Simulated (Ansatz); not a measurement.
# Rb3Pt in Ansatz: convergence with n extra bands

Input of the first run (n extra bands 1); the others differ in this setting and in those tied to it:

input.yaml

```yaml
crystal:
  lattice:
    - [5.49879, 0.0, 0.0]
    - [0.0, 5.49879, 0.0]
    - [0.0, 0.0, 5.49879]
  atoms:
    - { symbol: Pt, position: [0.5, 0.5, 0.5] }
    - { symbol: Rb, position: [0.5, 0.0, 0.0] }
    - { symbol: Rb, position: [0.0, 0.5, 0.0] }
    - { symbol: Rb, position: [0.0, 0.0, 0.5] }
hamiltonian:
  xc: r2scan
  pseudopotentials: { kind: paw }
kpoints:
  mp_grid: { grid: [4, 4, 4] }
scf:
  occupations: { method: fermi_dirac, width: 0.05 }
  n_extra_bands: 1
output:
  forces: true
  stress: true
  eigenvalues: true
```

Potentials or basis: Ansatz PAW.

Run with:

```bash
$ ansatz run input.yaml --threads 2 --pin off --max-ram 5632MiB --backend cpu --events-out ev --progress --plain --runs-dir out
```

The cell comes from a database or a generator and needn't be the stable form of this composition.

Hardware: 2 threads of Arm Neoverse V2 (shared host).

```csv
n extra bands,"energy less the tightest run, at zero smearing (meV/atom)",SCF cycles,CPU time (s),peak memory (GiB)
1,0.00,8,7.4,0.77
2,0.00,8,7.6,0.77
4,0.00,8,8.1,0.77
8,0.00,8,8.5,0.78
16,0.00,8,9.4,0.78
32,0.00,7,11,0.79
```

Against the tightest run, the energy stays within 1 meV/atom from 1 on. The tightest run that finished is the yardstick and may itself not be fully converged.

 Spin-orbit coupling is left out, which matters for the levels of Pt.
